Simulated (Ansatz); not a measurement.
# Rb2YOsC6N6: the cost of one run

Program: Ansatz 0.2.0. Level of theory: DFT PBE, scalar-relativistic, plane waves, PAW. These are calculated values, not measurements.

2 further runs of the same task are left out: 1 that didn't finish, 1 set aside as unsound or not needed. Runs told in other sessions of the task aren't counted.

### 1 The structure to begin with

It takes space group Fm-3m (No. 225, cubic). The conventional cell has a = 10.552 Å, b = 10.552 Å, c = 10.552 Å, α = 90.00°, β = 90.00°, γ = 90.00°. Around Rb (site symmetry -43m) lie 12 N at 3.76 Å and 12 C at 3.80 Å. Around Y (site symmetry m-3m) lie 6 N at 2.21 Å. Os (site symmetry m-3m) has 6 C at 1.90 Å in its first shell of neighbours. C (site symmetry 4mm) is surrounded by 1 N at 1.17 Å and 1 Os at 1.90 Å. N (site symmetry 4mm) is surrounded by 1 C at 1.17 Å.

Coordinates:

```
CELL_PARAMETERS angstrom
0.00000 5.27600 5.27600
5.27600 0.00000 5.27600
5.27600 5.27600 0.00000
ATOMIC_POSITIONS crystal
Rb 0.25000 0.25000 0.25000
Rb 0.75000 0.75000 0.75000
Y 0.50000 0.50000 0.50000
Os 0.00000 0.00000 0.00000
C 0.82032 0.17968 0.17968
C 0.17968 0.82032 0.17968
C 0.17968 0.17968 0.82032
C 0.17968 0.82032 0.82032
C 0.82032 0.17968 0.82032
C 0.82032 0.82032 0.17968
N 0.70944 0.29056 0.29056
N 0.29056 0.70944 0.29056
N 0.29056 0.29056 0.70944
N 0.29056 0.70944 0.70944
N 0.70944 0.29056 0.70944
N 0.70944 0.70944 0.29056
```

A structure generator made this guess: cyanide-bridged rock-salt net of two metals, 2 guest cations a cell (Fm-3m, No. 225). Its size is a rough estimate.

### 2 The guess as it stands, on a coarse mesh

input.yaml

```yaml
crystal:
  lattice:
    - [0.0, 5.276, 5.276]
    - [5.276, 0.0, 5.276]
    - [5.276, 5.276, 0.0]
  atoms:
    - { symbol: Rb, position: [0.25, 0.25, 0.25] }
    - { symbol: Rb, position: [0.75, 0.75, 0.75] }
    - { symbol: "Y", position: [0.5, 0.5, 0.5] }
    - { symbol: Os, position: [0.0, 0.0, 0.0], spin: 1.0 }
    - { symbol: C, position: [0.82031842, 0.17968158, 0.17968158] }
    - { symbol: C, position: [0.17968158, 0.82031842, 0.17968158] }
    - { symbol: C, position: [0.17968158, 0.17968158, 0.82031842] }
    - { symbol: C, position: [0.17968158, 0.82031842, 0.82031842] }
    - { symbol: C, position: [0.82031842, 0.17968158, 0.82031842] }
    - { symbol: C, position: [0.82031842, 0.82031842, 0.17968158] }
    - { symbol: "N", position: [0.70943897, 0.29056103, 0.29056103] }
    - { symbol: "N", position: [0.29056103, 0.70943897, 0.29056103] }
    - { symbol: "N", position: [0.29056103, 0.29056103, 0.70943897] }
    - { symbol: "N", position: [0.29056103, 0.70943897, 0.70943897] }
    - { symbol: "N", position: [0.70943897, 0.29056103, 0.70943897] }
    - { symbol: "N", position: [0.70943897, 0.70943897, 0.29056103] }
basis:
  ecutwfc: 420
kpoints:
  mp_grid: { grid: [4, 4, 4] }
hamiltonian:
  xc: pbe
scf:
  occupations: { method: gaussian, width: 0.1 }
  lower_state_search: "off"
output:
  forces: true
  stress: true
  eigenvalues: true
  populations: true
magnetization:
  spin_polarized: true
```

Launch:

```bash
> ansatz run input.yaml --threads 1 --pin off --max-ram 2560MiB --backend cpu --events-out ev --progress --plain --runs-dir out
```

Q: Estimate wall time and peak memory on 1 thread of Intel Xeon Platinum 8375C at 2.90GHz (Ice Lake), shared host.

About 43 s, with a peak of 0.79 GiB.
